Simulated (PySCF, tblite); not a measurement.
# C6H14BP: geometry, infrared bands and NMR shifts

Aim: predict the infrared bands and NMR shifts of C6H14BP (`C=CCB(P)CCC`).

Programs: tblite 0.8.0 and PySCF 2.14.0, with density-fitted response routines of our own. Each step states its level of theory. These are calculated values for one molecule in the gas phase, unless marked as measured. Atoms count from 0, in the outputs and in this text.

### Step 1. The molecule as given

22 atoms, charge 0, multiplicity 1; geometry from: force field or distance geometry start.

Bonds of the start (Å): C0–C1 1.34, C1–C2 1.49, C2–B3 1.59, B3–P4 1.93, B3–C5 1.58, C5–C6 1.51, C6–C7 1.52, C0–H8 1.09, C0–H9 1.07, C1–H10 1.11, C2–H11 1.11, C2–H12 1.10, P4–H13 1.44, P4–H14 1.46, C5–H15 1.12, C5–H16 1.12, C6–H17 1.10, C6–H18 1.12, C7–H19 1.09, C7–H20 1.12, C7–H21 1.11.

### Step 2. Geometry optimisation with GFN2-xTB

What the job is given:

```
{"job": {"kind": "relax", "xc": "GFN2-xTB", "basis": "xTB"}, "charge": 0, "multiplicity": 1}
C      2.470100     1.758300     0.290400
C      1.922900     0.781900     1.027100
C      1.974500    -0.594500     0.458300
B      0.509600    -1.193900     0.266700
P      0.325900    -2.391800    -1.229900
C     -0.700900    -0.205400     0.529600
C     -1.606600    -0.035100    -0.666900
C     -2.673600     0.949200    -0.201300
H      2.886200     1.487700    -0.678500
H      2.493200     2.781800     0.597600
H      1.486800     0.985700     2.021800
H      2.473500    -1.287400     1.169200
H      2.463500    -0.598200    -0.522500
H     -0.130600    -3.704000    -0.857000
H     -0.478000    -1.786800    -2.283900
H     -0.344300     0.782600     0.911100
H     -1.305000    -0.651700     1.355300
H     -1.031900     0.372800    -1.508600
H     -2.119200    -1.003900    -0.918500
H     -3.583000     0.913800    -0.803000
H     -2.848400     0.704100     0.879700
H     -2.195100     1.954300    -0.238300
```

On the command line:

```console
OMP_NUM_THREADS=1 python probes_run.py task.json out
```

This one command runs all jobs of the session in turn.

**Question.** This job is followed by: GFN2-xTB harmonic vibrations, gas phase; GIAO PBE0/pcSseg-1 NMR shielding, non-relativistic, gas phase. Predict these results of the whole session: strongest single infrared mode (GFN2-xTB); zero-point energy (GFN2-xTB); ¹³C shifts against TMS (PBE0/pcSseg-1); ¹H shifts against TMS (PBE0/pcSseg-1, means over atoms taken as alike); ¹¹B shifts against BF3·OEt2 (PBE0/pcSseg-1); ³¹P shifts against H3PO4 (PBE0/pcSseg-1); surface potential, 1st and 99th percentile.

**Answer**, as computed:

| quantity | value |
| --- | --- |
| strongest single infrared mode (GFN2-xTB) | 2405 cm⁻¹, 156 km/mol |
| zero-point energy (GFN2-xTB) | 114.8 kcal/mol |
| ¹³C shifts against TMS (PBE0/pcSseg-1) | 146.9, 120.1, 43.9, 38.9, 25.2, 19.8 ppm |
| ¹H shifts against TMS (PBE0/pcSseg-1, means over atoms taken as alike) | 6.13, 5.28, 5.18, 2.60, 2.32, 1.51, 1.41, 1.09 ppm |
| ¹¹B shifts against BF3·OEt2 (PBE0/pcSseg-1) | 99.1 ppm |
| ³¹P shifts against H3PO4 (PBE0/pcSseg-1) | -212.1 ppm |
| surface potential, 1st and 99th percentile | -0.85 V and 0.77 V |

In words: Relaxing lowered the energy by 1.801 eV in 194 steps; the close pair that moved most is P4–H14, from 1.457 to 1.383 Å. All 60 modes are real, so the xTB geometry is a minimum. The strongest single mode, at 2405 cm⁻¹, moves mainly H13 and H14. Unscaled tight-binding wavenumbers are off by several per cent, some by more. Its intensities can rank the bands wrongly. C1 (alkene CH) lies farthest downfield among carbon, at 146.9 ppm; the olefinic region. The most deshielded hydrogen is H10 (hydrogen on an alkene CH), at 6.13 ppm: a vinylic proton, deshielded by the sp2 carbon and the C=C anisotropy. At PBE0/pcSseg-1: The largest span, 247 ppm, is at C1, where the paramagnetic term is -218 ppm. By nearest atom (PBE0/pcSseg-1), the HOMO sits on P4 28 %; C0 20 % and the LUMO on B3 54 %; P4 10 %.
